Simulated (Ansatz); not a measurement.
# F₂H₄SiSn: basis-set convergence

Aim: see how fast density functionals converge with the basis set for F₂H₄SiSn.

Program: Ansatz 0.2.0, Gaussian basis. Level of theory: one geometry, several basis sets. These are calculated values, not measurements.

Plan: PBE0-D4/def2-SVP; ωB97M-V/def2-SVP; PBE0-D4/def2-QZVPP; ωB97M-V/def2-QZVPP; the functionals' def2-TZVPP values are taken from earlier runs.

**1. The relaxed structure**

The geometry comes from an earlier relaxation with PBE0-D4 in a triple-zeta def2 set; it is a stationary point, not always the lowest conformer. Sn takes the def2 core potential; no spin-orbit term is included.

8 atoms, charge 0, spin multiplicity 1.

Atoms are counted from 1 here; the program's logs count them from 0.

Bond lengths: F1–Sn2 1.919 Å, Sn2–F3 1.919 Å, Sn2–Si4 2.563 Å, Sn2–H5 1.703 Å, Si4–H6 1.483 Å, Si4–H7 1.481 Å, Si4–H8 1.483 Å. Angles: F1–Sn2–F3 102.5°, F1–Sn2–Si4 107.2°, F1–Sn2–H5 105.1°, F3–Sn2–Si4 107.1°, F3–Sn2–H5 105.1°, Si4–Sn2–H5 127.3°, Sn2–Si4–H6 108.2°, Sn2–Si4–H7 107.6°, Sn2–Si4–H8 108.1°, H6–Si4–H7 111.2°, H6–Si4–H8 110.4°, H7–Si4–H8 111.2°.

**2. PBE0-D4 in def2-SVP**

Contents of in.yaml:

```yaml
crystal:
  periodic: [false, false, false]
  atoms:
    - {symbol: F, position_ang: [1.543125, -1.599172, 1.156654]}
    - {symbol: Sn, position_ang: [1.193834, -0.045221, 0.086245]}
    - {symbol: F, position_ang: [1.792276, -0.595239, -1.652175]}
    - {symbol: Si, position_ang: [-1.351164, 0.229098, -0.044589]}
    - {symbol: H, position_ang: [2.330836, 1.113217, 0.601281]}
    - {symbol: H, position_ang: [-1.854898, 0.539350, 1.315376]}
    - {symbol: H, position_ang: [-1.914048, -1.045854, -0.545443]}
    - {symbol: H, position_ang: [-1.647860, 1.346822, -0.973149]}
basis:
  gaussian: {orbitals: def2-SVP}
hamiltonian: {xc: pbe0, dispersion: d4}
output: {orbitals: {seedname: orbitals}}
```

Launch:

```sh
$ ansatz run in.yaml --threads 4 --pin off --events-out ev --progress --plain --max-ram 10444MiB
```

Further steps of the session: ωB97M-V in def2-SVP; PBE0-D4 in def2-QZVPP; ωB97M-V in def2-QZVPP.

**Question.** What will the summary of the whole plan be? Wanted: PBE0-D4: double and triple zeta above quadruple; ωB97M-V: double and triple zeta above quadruple.

As calculated:

| quantity | value |
| --- | --- |
| PBE0-D4: double and triple zeta above quadruple | 10.86, 0.67 eV |
| ωB97M-V: double and triple zeta above quadruple | 11.05, 0.63 eV |

**Reading.** PBE0-D4 gains 10.19 eV from double to triple zeta, then 0.67 eV more. Total energies overstate the basis error of differences, where much of it tends to cancel. The LUMO of ωB97M-V is positive and keeps falling with the basis (1.03 to 0.45 eV): an unbound level that the basis holds in place.
